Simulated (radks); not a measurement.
# Gd²⁺ in [Xe] 4f7 5d1: an all-electron calculation

What are the levels of the gadolinium ion Gd2+, how large are its shells, and how does its energy divide?

Method: Dirac Kohn-Sham, XLYP, spin-unpolarised, spherical densities, finite nucleus; open shells fill j = l - 1/2 first. Code: radks (a radial shooting solver on a logarithmic mesh, Libxc functionals) version 1.

**1. Starting point**

| Item | Value |
| --- | --- |
| element | gadolinium (Z = 64) |
| charge | +2 |
| electrons | 62 |
| configuration | [Xe] 4f7 5d1 |
| nuclear rms radius | 5.1569 fm |

**2. The calculation**

The run's settings:

```text
Z 64
configuration [Xe] 4f7 5d1 6s0 6p0 5f0 6d0
relativity Dirac
functional xlyp
spin unpolarised
j_filling energy
nucleus finite rms 5.1569 fm
c 137.035999084
```

What does the calculation give?

As calculated:

```
                        quantity                   value
                    total energy     -11280.2203 hartree
exchange-correlation share of it                  2.23 %
                            −T/E                  1.0904
          highest occupied level       5d3/2, -15.357 eV
    most extended occupied level  5d3/2, <r> = 2.38 bohr
 radius at density 0.001 e/bohr³               3.72 bohr
    maxima of the radial density                       4
         ionisation energy, NIST    20.54 (semi-emp.) eV
```

**Reading.** The radial density shows 4 maxima for 5 occupied principal shells; where shells overlap, one shows as a shoulder or not at all. −T/E is 1.090: with relativity the kinetic term as defined here no longer equals −E. Minus the highest eigenvalue, 15.357 eV, is 75 % of the tabulated ionisation energy (20.54 eV); the potential of a semilocal functional falls off too fast, so its top eigenvalue is too shallow. Spin polarisation and multiplet splitting are left out.
